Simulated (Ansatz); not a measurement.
# LaTl: how the settings move a single-point run

Question: which choices in the input matter for LaTl?

Program: Ansatz 0.2.0. Level of theory: reference: DFT, LDA, all-electron LAPW, scalar-relativistic. These are calculated values, not measurements.

### 1 Starting point

It takes space group Pm-3m (No. 221, cubic). Conventional cell: a = 3.350 Å, b = 3.350 Å, c = 3.350 Å, α = 90.00°, β = 90.00°, γ = 90.00°. La (site symmetry m-3m) has 8 Tl at 2.90 Å as nearest neighbours. Tl (site symmetry m-3m) is surrounded by 8 La at 2.90 Å.

Coordinates:

```cif
data_structure
_symmetry_space_group_name_H-M 'Pm-3m'
_symmetry_Int_Tables_number 221
_cell_length_a 3.3504
_cell_length_b 3.3504
_cell_length_c 3.3504
_cell_angle_alpha 90.000
_cell_angle_beta 90.000
_cell_angle_gamma 90.000
_cell_volume 37.61
loop_
_atom_site_label
_atom_site_type_symbol
_atom_site_symmetry_multiplicity
_atom_site_Wyckoff_symbol
_atom_site_fract_x
_atom_site_fract_y
_atom_site_fract_z
_atom_site_occupancy
La1 La 1 a 0.00000 0.00000 0.00000 1
Tl1 Tl 1 b 0.50000 0.50000 0.50000 1
```

### 2 Baseline

Contents of input.yaml:

```yaml
crystal:
  lattice:
    - [3.3504333557, 0.0, 0.0]
    - [0.0, 3.3504333557, 0.0]
    - [0.0, 0.0, 3.3504333557]
  atoms:
    - { symbol: La, position: [0.0, 0.0, 0.0] }
    - { symbol: Tl, position: [0.5, 0.5, 0.5] }
kpoints:
  mp_grid: { grid: [9, 9, 9] }
  band_path:
    path:
      - [0.0, 0.0, 0.0]
      - [0.0, 0.5, 0.0]
      - [0.5, 0.5, 0.0]
      - [0.0, 0.0, 0.0]
      - [0.5, 0.5, 0.5]
      - [0.0, 0.5, 0.0]
      - [0.5, 0.5, 0.5]
      - [0.5, 0.5, 0.0]
    npoints: 6
scf:
  occupations: { method: fermi_dirac, width: 0.05 }
hamiltonian:
  xc: lda
  pseudopotentials: { kind: all_electron, lapw: { basis_error: 0.001 } }
output:
  forces: true
  stress: true
  eigenvalues: true
  populations: true
```

Started as:

```
$ ansatz run input.yaml --threads 1 --pin off --max-ram 2048MiB --backend cpu --events-out ev --progress --plain --runs-dir out
```

### 3 Changing settings: xc_grid 4

Edit input.yaml of step 2 so:

```diff
@@ -31 +31,3 @@
   populations: true
+basis:
+  xc_grid: 4
```

### 4 Changing settings: occupations.method methfessel_paxton, occupations.width 0.3, mixing.algorithm msr1, mixing.beta 0.2, mixing.ndim 16

Edit input.yaml of step 2 so:

```diff
@@ -22,3 +22,4 @@
 scf:
-  occupations: { method: fermi_dirac, width: 0.05 }
+  occupations: { method: methfessel_paxton, width: 0.3 }
+  mixing: { algorithm: msr1, beta: 0.2, ndim: 16 }
 hamiltonian:
```

What does the calculation give? Wanted: for each run, ending; energy change; pressure; gap; force.

The runs gave:

| run | ending | energy change | pressure (GPa) | gap (eV) | force (eV/Å) | cycles | time |
| --- | --- | --- | --- | --- | --- | --- | --- |
| reference | converged | 0 | 65.4 | 0.00 | 0.00 | 9 | 19 s |
| 1: xc_grid 4 | converged | 0.0 meV/atom | 65.4 | 0.00 | 0.00 | 9 | 19 s |
| 2: occupations.method methfessel_paxton, occupations.width 0.3, mixing.algorithm msr1, mixing.beta 0.2, mixing.ndim 16 | converged | -0.2 meV/atom (σ→0) | 65.5 | 0.00 | 0.00 | 10 | 20 s |

Residual by cycle in the longest SCF loop of each run; runs are numbered as in the table. The quantity is the density residual dr2, in eV.

| cycle | reference | run 1 | run 2 |
| --- | --- | --- | --- |
| 1 | 0.379 | 0.379 | 0.384 |
| 2 | 0.0186 | 0.0186 | 0.174 |
| 3 | 0.0253 | 0.0253 | 0.032 |
| 4 | 0.00937 | 0.00937 | 0.0074 |
| 5 | 0.00129 | 0.00129 | 0.00177 |
| 6 | 7.1e-5 | 7.1e-5 | 1.2e-4 |
| 7 | 1.1e-5 | 1.1e-5 | 2.1e-5 |
| 8 | 3.4e-7 | 3.4e-7 | 1.0e-6 |
| 9 | 3.8e-8 | 3.8e-8 | 1.0e-7 |
| 10 | - | - | 5.8e-9 |

What this shows: The structure is not at rest: the sound run finds 65 GPa, so these are no properties of the relaxed crystal. 
